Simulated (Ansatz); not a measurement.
**C₂H₃F₂NSi: basis-set convergence**

One table from this session's results is given with a row withheld; the runs are named, their logs left out.

The runs use Ansatz 0.2.0, Gaussian basis; one geometry, several basis sets.

The runs, in order: PBE0-D4/def2-SVP; ωB97M-V/def2-SVP; PBE0-D4/def2-QZVPP; ωB97M-V/def2-QZVPP; the functionals' def2-TZVPP values are taken from earlier runs.

### Structure used throughout

The geometry comes from an earlier relaxation with PBE0-D4 in a triple-zeta def2 set; it is a stationary point, not always the lowest conformer.

SMILES `N=C1C(F)[SiH]1F`, 9 atoms, charge 0, spin multiplicity 1.

Atoms are counted from 1 here; the program's logs count them from 0.

Bond lengths: N1–C2 1.259 Å, N1–H7 1.025 Å, C2–C3 1.497 Å, C2–Si5 1.845 Å, C3–F4 1.362 Å, C3–Si5 1.879 Å, C3–H8 1.100 Å, Si5–F6 1.589 Å, Si5–H9 1.475 Å. Angles: C2–N1–H7 111.0°, N1–C2–C3 139.1°, N1–C2–Si5 142.7°, C3–C2–Si5 67.5°, C2–C3–F4 122.7°, C2–C3–Si5 65.1°, C2–C3–H8 108.8°, F4–C3–Si5 135.0°, F4–C3–H8 111.2°, Si5–C3–H8 105.4°, C2–Si5–C3 47.4°, C2–Si5–F6 128.3°, C2–Si5–H9 117.3°, C3–Si5–F6 118.0°, C3–Si5–H9 123.7°, F6–Si5–H9 109.7°.

The first run:

Contents of in.yaml:

```yaml
crystal:
  periodic: [false, false, false]
  atoms:
    - {symbol: N, position_ang: [-1.763690, -0.505119, 0.788251]}
    - {symbol: C, position_ang: [-0.559592, -0.249310, 0.526447]}
    - {symbol: C, position_ang: [0.483129, -0.623515, -0.480501]}
    - {symbol: F, position_ang: [0.176652, -1.195309, -1.677722]}
    - {symbol: Si, position_ang: [0.599190, 1.139019, 0.159533]}
    - {symbol: F, position_ang: [1.911889, 1.561210, 0.949136]}
    - {symbol: H, position_ang: [-2.095874, -1.306867, 0.241985]}
    - {symbol: H, position_ang: [1.287345, -1.173730, 0.029520]}
    - {symbol: H, position_ang: [0.049351, 2.307319, -0.553849]}
basis:
  gaussian: {orbitals: def2-SVP}
hamiltonian: {xc: pbe0, dispersion: d4}
output: {orbitals: {seedname: orbitals}}
```

On the command line:

```console
$ ansatz run in.yaml --threads 4 --pin off --events-out ev --progress --plain --max-ram 10444MiB
```

Steps of the session up to this table: PBE0-D4 in def2-SVP; ωB97M-V in def2-SVP; PBE0-D4 in def2-QZVPP; ωB97M-V in def2-QZVPP.

One table of the session follows, with a row left open; its other results are not shown here.

It belongs to the step «Density functionals: the series». 

| functional | basis | HOMO (eV) |
| --- | --- | --- |
| PBE0-D4 | def2-SVP | ? |
| PBE0-D4 | def2-TZVPP | -7.32 |
| PBE0-D4 | def2-QZVPP | -7.36 |
| ωB97M-V | def2-SVP | -9.32 |
| ωB97M-V | def2-TZVPP | -9.55 |
| ωB97M-V | def2-QZVPP | -9.59 |

**Question.** Estimate the row for PBE0-D4, def2-SVP.

**Answer.** HOMO (eV): -7.13. In the column «HOMO (eV)» it is the highest.
